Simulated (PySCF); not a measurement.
# Br2Cs2 (Cs2(Br)2): the cost of one run

Method: several levels, as the steps say, no spin–orbit coupling; program: PySCF 2.14.0.

### 1 Starting geometry

4 atoms, charge 0, spin multiplicity 1.

Bond lengths: Cs1–Br3 3.349 Å, Cs1–Br4 3.349 Å, Cs2–Br3 3.349 Å, Cs2–Br4 3.349 Å. Angles: Br3–Cs1–Br4 90.5°, Br3–Cs2–Br4 90.5°, Cs1–Br3–Cs2 89.5°, Cs1–Br4–Cs2 89.5°.

Coordinates:

```xyz
4
Br2Cs2
Cs    0.0000    0.0000    2.3580
Cs    0.0000    0.0000   -2.3580
Br    2.3786    0.0000    0.0000
Br   -2.3786    0.0000    0.0000
```

Formal oxidation states: Cs +1. An earlier session relaxed this geometry at PBE0, Cs def2-SVP with ECP46, Br def2-SVP (singlet, point group D2h).

At PBE0 on the finer grid: E = -5187.630448 Eh, HOMO -6.07 eV, LUMO -0.78 eV, Mulliken charge on Cs1 +0.61 e, largest force component 0.035 eV/Å. 

Levels to run: M06-L; r2SCAN; TPSSh; TPSS; PBE0, TZVP; PBE0, x2c-SVP. Hardware: 2 threads of Arm Neoverse V1, shared host.

### 2 M06-L

File run.py (the lines that set the calculation):

```python
mol = gto.M(atom='''
Cs     0.00000     0.00000     2.35797
Cs     0.00000     0.00000    -2.35797
Br     2.37863     0.00000     0.00000
Br    -2.37863     0.00000     0.00000''',
    basis={'Cs': 'def2-SVP', 'Br': 'def2-SVP'},
    ecp={'Cs': 'def2-SVP'},
    charge=0, spin=0)
mf = dft.RKS(mol, xc='M06L')
mf.grids.atom_grid = (75, 302)
mf = mf.density_fit()  # fitting sets: Cs def2-universal-JKFIT, Br def2-universal-JKFIT
mf.conv_tol = 1e-08; mf.max_cycle = 55
mf.kernel(dm0)  # dm0: the density of the relaxed state
```

Started as:

```console
OMP_NUM_THREADS=2 python run.py
```

**Question.** How long does this run take on 2 threads of Arm Neoverse V1, shared host?

About 6.7 s.
